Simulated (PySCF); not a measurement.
# What single edits do to a PySCF run on WO2⁻ (quartet)

A base run and a few variants of its settings.

Program: PySCF 2.14.0. Level of theory: method and basis as typed in the scripts. These are calculated values, not measurements.

4 further runs of the same task are left out: 2 for a known fault of the program, 2 that didn't finish.

## Step 1: The system as given

WO2⁻ (quartet): 3 atoms, charge -1, spin multiplicity 4.

Bond lengths: W1–O2 1.769 Å, W1–O3 1.769 Å. Angles: O2–W1–O3 130.7°.

Geometry (Å):

```
W    -0.00070    0.10880    0.00000
O     0.00400   -0.62900    1.60800
O     0.00400   -0.62900   -1.60800
```

## Step 2: Base script

The input, input.py:

```python
from pyscf import gto, scf, mp

mol = gto.M(
    atom='W -0.0007 0.1088 0; O 0.004 -0.629 1.608; O 0.004 -0.629 -1.608',
    basis='sbkjc',
    ecp={'W': 'sbkjc', 'O': 'sbkjc'},
    charge=-1,
    spin=3,
    symmetry=True,
    verbose=4,
)
mf = scf.UHF(mol)
mf.level_shift = 0.3
mf.kernel()
mp.MP2(mf).kernel()
mf.dip_moment()
print('orbital energies (hartree):', [e[max(0, n-3):n+3].round(4) for e, n in zip(mf.mo_energy, mol.nelec)])
```

The run is started by

```console
$ OMP_NUM_THREADS=1 python input.py
```

The log of this run is left out.

In short: E(SCF) = -98.495323 Eh, E(MP2) − E(SCF) = -0.43352 Eh, ⟨S²⟩ = 3.989.

The dipole of an ion depends on the origin. No search for the lowest state was made; open d or f shells can end in a higher solution. The quartet is typed in the script; nothing here shows that it is the ground state.

## Step 3: Cartesian functions on

Run 1 changes Cartesian functions: off → on.

The input, input.py:

```python
from pyscf import gto, scf, mp

mol = gto.M(
    atom='W -0.0007 0.1088 0; O 0.004 -0.629 1.608; O 0.004 -0.629 -1.608',
    basis='sbkjc',
    ecp={'W': 'sbkjc', 'O': 'sbkjc'},
    charge=-1,
    spin=3,
    symmetry=True,
    cart=True,
    verbose=4,
)
mf = scf.UHF(mol)
mf.level_shift = 0.3
mf.kernel()
mp.MP2(mf).kernel()
mf.dip_moment()
print('orbital energies (hartree):', [e[max(0, n-3):n+3].round(4) for e, n in zip(mf.mo_energy, mol.nelec)])
```

The run is started by

```console
$ OMP_NUM_THREADS=1 python input.py
```

## Step 4: Initial guess chk

Run 2 changes initial guess: minao → chk.

input.py: that of step 2 with these lines changed.

```diff
@@ -12,2 +12,3 @@
 mf = scf.UHF(mol)
+mf.init_guess = 'chk'
 mf.level_shift = 0.3
```

Q: Predict the outcome of this session. Wanted: for each run, E(SCF); from base; gap, α spin; after the SCF.

**Answer**, as computed:

| run | E(SCF) (hartree) | from base (eV) | cycles | gap, α spin (eV) | after the SCF |
| --- | --- | --- | --- | --- | --- |
| base | -98.495323 | 0 | 25 | 9.90 | MP2 correlation -11.797 eV |
| Cartesian functions on | -98.499937 | -0.1256 | 25 | 9.88 | MP2 correlation -12.014 eV |
| initial guess chk | -98.495323 | 0.0000 | 25 | 9.90 | MP2 correlation -11.797 eV |

Distance from each run's final energy (log10 hartree) by cycle:

| run | cycle 1 | cycle 2 | cycle 3 | cycle 5 | cycle 8 | cycle 12 |
| --- | --- | --- | --- | --- | --- | --- |
| base | 0.2 | 0.2 | -0.5 | -1.6 | -2.6 | -4.0 |
| Cartesian functions on | 0.2 | 0.2 | -0.5 | -1.6 | -2.5 | -3.9 |
| initial guess chk | 0.2 | 0.2 | -0.5 | -1.6 | -2.6 | -4.0 |

**Reading.** With initial guess chk the SCF ends at the base energy. PySCF falls back to minao for a guess that it doesn't know or can't read, so that run repeats the base.
